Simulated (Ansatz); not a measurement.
# Ga5Sb2As3: the cost of one run

Method: DFT PBE, scalar-relativistic, plane waves, PAW, in Ansatz 0.2.0.

1 further run of the same task is left out (it didn't finish). Runs told in other sessions of the task aren't counted.

## 1. Starting point

Symmetry: I-4m2, No. 119, tetragonal system. The conventional cell has a = 3.990 Å, b = 3.990 Å, c = 28.212 Å, α = 90.00°, β = 90.00°, γ = 90.00°. Ga (site symmetry -4m2) has 4 As at 2.44 Å in its first shell of neighbours. Ga (site symmetry 2mm) has 2 As at 2.44 Å and 2 Sb at 2.44 Å in its first shell of neighbours. Around Sb (site symmetry 2mm) lie 4 Ga at 2.44 Å. As (site symmetry 2mm) has 4 Ga at 2.44 Å in its first shell of neighbours. As (site symmetry -4m2) is surrounded by 4 Ga at 2.44 Å.

As a file:

```cif
data_structure
_symmetry_space_group_name_H-M 'I-4m2'
_symmetry_Int_Tables_number 119
_cell_length_a 3.9898
_cell_length_b 3.9898
_cell_length_c 28.2122
_cell_angle_alpha 90.000
_cell_angle_beta 90.000
_cell_angle_gamma 90.000
_cell_volume 449.10
loop_
_atom_site_label
_atom_site_type_symbol
_atom_site_symmetry_multiplicity
_atom_site_Wyckoff_symbol
_atom_site_fract_x
_atom_site_fract_y
_atom_site_fract_z
_atom_site_occupancy
Ga1 Ga 2 a 0.00000 0.00000 0.00000 1
Ga2 Ga 4 e 0.50000 0.50000 0.10000 1
Ga3 Ga 4 e 0.00000 0.00000 0.20000 1
Sb1 Sb 4 f 0.50000 0.00000 0.15000 1
As1 As 4 f 0.00000 0.50000 0.05000 1
As2 As 2 c 0.00000 0.50000 0.25000 1
```

The start is an ordering of an alloy on its end members' structure types: elements ordered on the sites of the GaAs type, As/Sb on As (I-4m2, No. 119).

## 2. Probe: one point on a coarse mesh

input.yaml

```yaml
crystal:
  lattice:
    - [-1.99490079, 1.99490079, 14.10607874]
    - [1.99490079, -1.99490079, 14.10607874]
    - [1.99490079, 1.99490079, -14.10607874]
  atoms:
    - { symbol: Ga, position: [0.0, 0.0, 0.0] }
    - { symbol: Ga, position: [0.6, 0.6, 0.0] }
    - { symbol: Ga, position: [0.2, 0.2, 0.0] }
    - { symbol: Ga, position: [0.8, 0.8, 0.0] }
    - { symbol: Ga, position: [0.4, 0.4, 0.0] }
    - { symbol: Sb, position: [0.15, 0.65, 0.5] }
    - { symbol: Sb, position: [0.35, 0.85, 0.5] }
    - { symbol: As, position: [0.55, 0.05, 0.5] }
    - { symbol: As, position: [0.75, 0.25, 0.5] }
    - { symbol: As, position: [0.95, 0.45, 0.5] }
basis:
  ecutwfc: 420
kpoints:
  mp_grid: { grid: [6, 6, 6] }
hamiltonian:
  xc: pbe
scf:
  occupations: { method: gaussian, width: 0.1 }
  lower_state_search: "off"
output:
  forces: true
  stress: true
  eigenvalues: true
```

On the command line:

```sh
$ ansatz run input.yaml --threads 4 --pin off --max-ram 8192MiB --backend cpu --events-out ev --progress --plain --runs-dir out
```

What time and memory should one allow on 4 threads of Intel Xeon at 2.50GHz (Skylake/Cascade Lake), shared host?

About 25 s, with a peak of 0.92 GiB.
